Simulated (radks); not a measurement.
# Nuclear size and the levels of Sc⁺

The task here is to estimate one member of a computed series from the others.

Method: Dirac Kohn-Sham, exchange-only LDA, spin-unpolarised, spherical densities, finite nucleus; open shells are shared between the two j in proportion to 2j + 1. Code: radks (a radial shooting solver on a logarithmic mesh, Libxc functionals) version 1.

## Starting point

```
element            : scandium (Z = 21)
charge             : +1
electrons          : 20
configuration      : [Ar] 3d1 4s1
nuclear rms radius : 3.5459 fm
```

The outer shells:

Sc⁺
```
[Ar] core
3d [↑ ][  ][  ][  ][  ]
4s [↑ ]
```

The first run:

Settings of this run:

```text
Z 21
configuration [Ar] 3d1 4s1 4p0 5s0
relativity Dirac
functional lda,
spin unpolarised
j_filling average
nucleus finite rms 3.5459 fm
c 137.035999084
```

Among the steps run: rms radius 3.5459 fm.

One of the session's tables, all rows but one given; the rest of the session is left out.

It belongs to the step «rms radius 3.5459 fm». Sizes of the orbitals, from the radial functions (bohr):

```
level    <r>  outermost maximum (interpolated)  90 % within  nodes
3p1/2      ?                                 ?            ?      ?
3p3/2  1.174                             0.970         1.82      1
4s1/2  3.399                              2.93         5.03      3
3d3/2  1.738                              1.09         3.06      0
3d5/2  1.743                              1.10         3.07      0
4p1/2  4.208                              3.59         6.28      2
4p3/2  4.229                              3.61         6.31      2
5s1/2  8.265                              7.60         11.9      4
```

Estimate the missing values for 3p1/2.

**Answer.** <r>: 1.166; outermost maximum (interpolated): 0.963; 90 % within: 1.80; nodes: 1. In the column «<r>» it is the lowest.
